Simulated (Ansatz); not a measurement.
# WSe2: an axial (c/a) deformation path

Aim: for WSe2, follow an axial (c/a) deformation at fixed volume.

Method: DFT PBEsol, scalar-relativistic, plane waves, PAW, in Ansatz 0.2.0.

## 1. The starting structure

It takes space group P-6m2 (No. 187, hexagonal). Conventional cell: a = 3.318 Å, b = 3.318 Å, c = 16.658 Å, α = 90.00°, β = 90.00°, γ = 120.00°. W (site symmetry -6m2) is surrounded by 6 Se at 2.54 Å. Se (site symmetry 3m) has 3 W at 2.54 Å as nearest neighbours.

Coordinates:

```cif
data_structure
_symmetry_space_group_name_H-M 'P-6m2'
_symmetry_Int_Tables_number 187
_cell_length_a 3.3179
_cell_length_b 3.3179
_cell_length_c 16.6581
_cell_angle_alpha 90.000
_cell_angle_beta 90.000
_cell_angle_gamma 120.000
_cell_volume 158.82
loop_
_atom_site_label
_atom_site_type_symbol
_atom_site_symmetry_multiplicity
_atom_site_Wyckoff_symbol
_atom_site_fract_x
_atom_site_fract_y
_atom_site_fract_z
_atom_site_occupancy
W1 W 1 a 0.00000 0.00000 0.00000 1
Se1 Se 2 h 0.33333 0.66667 0.09979 1
```

It goes back to an entry of the Materials Project.

The cell is taken as given, not relaxed at this level.

## 2. Zero of the scan

The input, input.yaml:

```yaml
crystal:
  lattice:
    - [3.3179375931, 0.0, 0.0]
    - [-1.6589687966, 2.8734182438, 0.0]
    - [0.0, 0.0, 16.65814242]
  atoms:
    - { symbol: W, position: [0.0, 0.0, 0.0] }
    - { symbol: Se, position: [0.3333333333, 0.6666666667, 0.09978652] }
    - { symbol: Se, position: [0.3333333333, 0.6666666667, 0.90021348] }
basis:
  ecutwfc: 420
kpoints:
  mp_grid: { grid: [12, 12, 2] }
hamiltonian:
  xc: pbesol
scf:
  occupations: { method: gaussian, width: 0.05 }
output:
  forces: true
  stress: true
  eigenvalues: true
```

## 3. The scan: an axial (c/a) deformation path

At fixed volume and fractional coordinates, lengths along (0.000, 0.000, 1.000) are scaled against those across it; ρ is that ratio over its starting value.

## 4. At ρ = 0.850

Edit input.yaml of step 2 so:

```diff
@@ -2,5 +2,5 @@
   lattice:
-    - [3.3179375931, 0.0, 0.0]
-    - [-1.6589687966, 2.8734182438, 0.0]
-    - [0.0, 0.0, 16.65814242]
+    - [3.5026378621, 0.0, 0.0]
+    - [-1.7513189311, 3.0333733688, 0.0]
+    - [0.0, 0.0, 14.9476362673]
   atoms:
```

## 5. ρ = 1.200

Edit input.yaml of step 4 so:

```diff
@@ -2,5 +2,5 @@
   lattice:
-    - [3.5026378621, 0.0, 0.0]
-    - [-1.7513189311, 3.0333733688, 0.0]
-    - [0.0, 0.0, 14.9476362673]
+    - [3.1222988167, 0.0, 0.0]
+    - [-1.5611494084, 2.7039900934, 0.0]
+    - [0.0, 0.0, 18.8110946297]
   atoms:
```

## 6. Point ρ = 0.920

Edit input.yaml of step 5 so:

```diff
@@ -2,5 +2,5 @@
   lattice:
-    - [3.1222988167, 0.0, 0.0]
-    - [-1.5611494084, 2.7039900934, 0.0]
-    - [0.0, 0.0, 18.8110946297]
+    - [3.4114494262, 0.0, 0.0]
+    - [-1.7057247131, 2.9544018668, 0.0]
+    - [0.0, 0.0, 15.7574204158]
   atoms:
```

(Steps that only read results are left out.)

What does the calculation give? Wanted: highest point.

The runs gave:

| quantity | value |
| --- | --- |
| highest point | 186.5 meV/atom at ρ = 0.850 |

What this shows: No sampled point lies below the undisturbed cell. No further minimum shows among the sampled points. The gap on the mesh, 1.52 eV at the start, reads zero at ρ = 0.850. These runs have no spin-orbit coupling; with W it would split and shift bands. The cell holds empty space of several Å, a single layer or slab in vacuum, so volume, pressure and the long edge depend on that space.

Counted by bands, a gap of 0.02 eV stays open on the mesh in one run that reads as metallic: the smearing reaches across it.
